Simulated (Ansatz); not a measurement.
## FGe (charge +1): an active-space calculation, step by step

Program: the Ansatz DFT code, driven from Python.

The cells in order, each with its output:

```python
import ansatz as az
```

```python
geometry_ang = [
    ("Ge", (0.0, 0.0, 0.0)),
    ("F", (0.0, 0.0, 1.875)),
]
fge = az.Crystal.molecule()
for symbol, xyz in geometry_ang:
    fge = fge.atom(symbol, xyz)
```

```python
calc = (
    fge.calculation()
    .basis(gaussian="def2-SVP")
    .charge(1)
    .correlation(active_electrons=4, active_orbitals=4)
)
for method in [None, "sc_nevpt2", "fic_mrcisd_q"]:
    report = (calc if method is None else calc.correlation(method)).run().report
    space = report["configurations"]
    state = space["states"][0]
    print(method or "casscf", f"total {report['free_energy_ev'] / 27.211386246:.6f} Ha, active-space state {state['energy']['hartree']:.6f} Ha, mean field {report['reference_energy_ev'] / 27.211386246:.6f} Ha")
    print("  determinants", state["n_determinants"], " natural occupations", [round(n, 3) for n in space["natural_occupations"]])
```

    casscf total -2174.235821 Ha, active-space state -2174.235821 Ha, mean field -2174.176022 Ha
      determinants 36  natural occupations [1.978, 1.97, 0.031, 0.022]
    RunWarning: the results are in doubt because another end's mean lies 0.837 eV lower, and its corrected mean 0.421 eV higher
    sc_nevpt2 total -2174.557592 Ha, active-space state -2174.205063 Ha, mean field -2174.176022 Ha
      determinants 18  natural occupations [2.0, 1.922, 0.039, 0.039]
    fic_mrcisd_q total -2174.561578 Ha, active-space state -2174.235817 Ha, mean field -2174.176022 Ha
      determinants 20  natural occupations [1.978, 1.97, 0.031, 0.022]

Notes:
- Total energies depend on the basis set; only differences at equal settings carry meaning.
- Warnings are shown shortened and without file and line.
- The geometry is a force-field or estimated start, not a minimum of this method, and the basis set is short of its limit. The active space starts as a window about the frontier orbitals and is then optimised, not chosen by chemistry.
- The spin state was assumed, and another may lie lower.
- A lower CASSCF solution was found and passed over, so the printed active-space state isn't the lowest.
- Finished in 11 s on 1 thread of Arm Neoverse V1 (shared host), peak memory 0.2 GiB.

(Lines on the test bed's own set-up are left out of the output.)
